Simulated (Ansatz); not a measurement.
# C₂H₆ClFHfOSe: how energies converge with the basis set

One table from this session's results is given with a row withheld; the runs are named, their logs left out.

Computed with Ansatz 0.2.0, Gaussian basis. Level: one geometry, several basis sets.

Levels to be run: PBE0-D4/def2-SVP; ωB97M-V/def2-SVP; PBE0-D4/def2-QZVPP; ωB97M-V/def2-QZVPP; the functionals' def2-TZVPP values are taken from earlier runs.

### Structure used throughout

An earlier PBE0-D4 in a triple-zeta def2 set relaxation fixed the geometry. Hf takes the def2 core potential; no spin-orbit term is included.

SMILES `C[O][Hf]([F])([Cl])[Se]C`, 13 atoms, charge 0, spin multiplicity 1.

Atoms are counted from 1 here; the program's logs count them from 0.

Bond lengths: C1–O2 1.393 Å, C1–H8 1.094 Å, C1–H9 1.093 Å, C1–H10 1.094 Å, O2–Hf3 1.885 Å, Hf3–F4 1.905 Å, Hf3–Cl5 2.352 Å, Hf3–Se6 2.568 Å, Se6–C7 1.975 Å, C7–H11 1.089 Å, C7–H12 1.088 Å, C7–H13 1.088 Å. Angles: O2–C1–H8 110.2°, O2–C1–H9 110.1°, O2–C1–H10 110.1°, H8–C1–H9 108.8°, H8–C1–H10 108.9°, H9–C1–H10 108.7°, C1–O2–Hf3 176.6°, O2–Hf3–F4 107.1°, O2–Hf3–Cl5 111.7°, O2–Hf3–Se6 107.9°, F4–Hf3–Cl5 113.6°, F4–Hf3–Se6 107.3°, Cl5–Hf3–Se6 109.0°, Hf3–Se6–C7 94.0°, Se6–C7–H11 111.2°, Se6–C7–H12 106.2°, Se6–C7–H13 110.0°, H11–C7–H12 109.0° and more.

Set-up of the first run:

Contents of in.yaml:

```yaml
crystal:
  periodic: [false, false, false]
  atoms:
    - {symbol: C, position_ang: [1.586907, -0.362164, 1.807025]}
    - {symbol: O, position_ang: [1.239248, 0.182329, 0.572598]}
    - {symbol: Hf, position_ang: [0.679211, 0.965624, -1.048377]}
    - {symbol: F, position_ang: [0.981737, -0.316743, -2.424226]}
    - {symbol: Cl, position_ang: [1.746079, 3.026137, -1.430801]}
    - {symbol: Se, position_ang: [-1.855564, 1.350010, -0.905778]}
    - {symbol: C, position_ang: [-2.280112, -0.573183, -0.764706]}
    - {symbol: H, position_ang: [1.811416, -1.427048, 1.699825]}
    - {symbol: H, position_ang: [2.469354, 0.145082, 2.206384]}
    - {symbol: H, position_ang: [0.762944, -0.243216, 2.516335]}
    - {symbol: H, position_ang: [-1.738886, -1.150767, -1.512098]}
    - {symbol: H, position_ang: [-3.347965, -0.663709, -0.952944]}
    - {symbol: H, position_ang: [-2.054368, -0.932362, 0.236754]}
basis:
  gaussian: {orbitals: def2-SVP}
hamiltonian: {xc: pbe0, dispersion: d4}
output: {orbitals: {seedname: orbitals}}
```

Command:

```
$ ansatz run in.yaml --threads 2 --pin off --events-out ev --progress --plain --max-ram 22528MiB --backend cpu
```

Steps of the session up to this table: PBE0-D4 in def2-SVP; ωB97M-V in def2-SVP; PBE0-D4 in def2-QZVPP; ωB97M-V in def2-QZVPP.

One of the session's tables, all rows but one given; the rest of the session is left out.

It belongs to the step «Density functionals: the series». 

```
functional       basis  HOMO (eV)
   PBE0-D4    def2-SVP      -6.75
   PBE0-D4  def2-TZVPP      -6.79
   PBE0-D4  def2-QZVPP      -6.80
   ωB97M-V    def2-SVP      -8.83
   ωB97M-V  def2-TZVPP      -8.89
   ωB97M-V  def2-QZVPP          ?
```

Estimate the missing values for ωB97M-V, def2-QZVPP.

The run gave: HOMO (eV): -8.91. In the column «HOMO (eV)» it is the lowest.
